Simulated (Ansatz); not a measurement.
**GeCN (doublet): wave-function methods side by side, cc-pVDZ**

One table from this session's results is given with a row withheld; the runs are named, their logs left out.

Program: Ansatz 0.2.0, Gaussian basis. Level of theory: cc-pVDZ, core rule «outside noble gas», up to 16 orbitals frozen. These are calculated values, not measurements.

The runs, in order: UHF; CCSD(T) on ROHF; CCSD(T) on UHF; BCCD(T) on ROHF; CISD as a restricted active space (open shells left free, so some higher excitations enter); CCSDT(Q) on ROHF; CCSDT(Q) on UHF; CASSCF and MRCISD+Q, 11 electrons in 11 orbitals; CASSCF and NEVPT2, 11 electrons in 11 orbitals.

22 further runs of the same task are left out: 8 that didn't finish, 14 set aside as unsound or not needed. Runs told in other sessions of the task aren't counted.

## The geometry

The geometry is a PBE0/def2-TZVP stationary point (not a proven minimum). No spin-orbit coupling is included. The filled d shell of Ge may be among the frozen orbitals whatever the setting's name suggests.

3 atoms, charge 0, spin multiplicity 2.

Atoms are counted from 1 here; the program's logs count them from 0.

Bond lengths: Ge1–C2 1.947 Å, C2–N3 1.160 Å. Angles: Ge1–C2–N3 180.0°.

Set-up of the first run:

Input file in.yaml:

```yaml
crystal:
  periodic: [false, false, false]
  atoms:
    - {symbol: Ge, position_ang: [0.000000, 0.000000, 1.684600]}
    - {symbol: C, position_ang: [0.000000, 0.000000, -0.262100]}
    - {symbol: N, position_ang: [0.000000, 0.000000, -1.422500]}
basis:
  gaussian: {orbitals: cc-pVDZ}
magnetization: {spin_polarized: true, initial_magnetization: 1}
hamiltonian: {xc: hf}
output: {orbitals: {seedname: orbitals}}
```

Run with:

```console
$ ansatz run in.yaml --threads 1 --pin off --events-out ev --progress --plain --max-ram 2393MiB
```

Steps of the session up to this table: UHF; CCSD(T) on ROHF; CCSD(T) on UHF; BCCD(T) on ROHF; CISD as a restricted active space (open shells left free, so some higher excitations enter); CCSDT(Q) on ROHF; CCSDT(Q) on UHF; CASSCF and MRCISD+Q, 11 electrons in 11 orbitals; CASSCF and NEVPT2, 11 electrons in 11 orbitals.

One table of the session follows, with a row left open; its other results are not shown here.

```
          method  from UCCSDT(Q) (meV)
            ROHF               +9992.7
             UHF               +9844.0
            RMP2                +954.5
            UMP2               +1172.9
            CISD               +1472.0
           RCCSD                +480.6
           UCCSD                     ?
        RCCSD(T)                 +64.5
        UCCSD(T)                 +68.5
         BCCD(T)                 +63.4
          RCCSDT                 +51.9
          UCCSDT                 +48.5
       RCCSDT(Q)                  +3.2
       UCCSDT(Q)                     0
  CASSCF valence               +5617.2
  NEVPT2 valence               +1148.8
  MRCISD valence                +447.3
MRCISD+Q valence                 +53.4
```

Estimate the missing values for UCCSD.

The run gave: from UCCSDT(Q) (meV): +473.2. In the column «from UCCSDT(Q) (meV)» it lies between MRCISD valence (+447.3) and RCCSD (+480.6).

With the free atoms at the same levels and basis (separate runs), the atomisation energy is 10.731 eV at UCCSDT(Q), 10.700 eV at RCCSD(T), 10.684 eV at UCCSD(T), 6.976 eV at ROHF.

Caveats from the session: Restricted and unrestricted rows rest on different reference determinants; a gap between their highest levels can come from leftover correlation error, from unlike frozen cores or from another state.
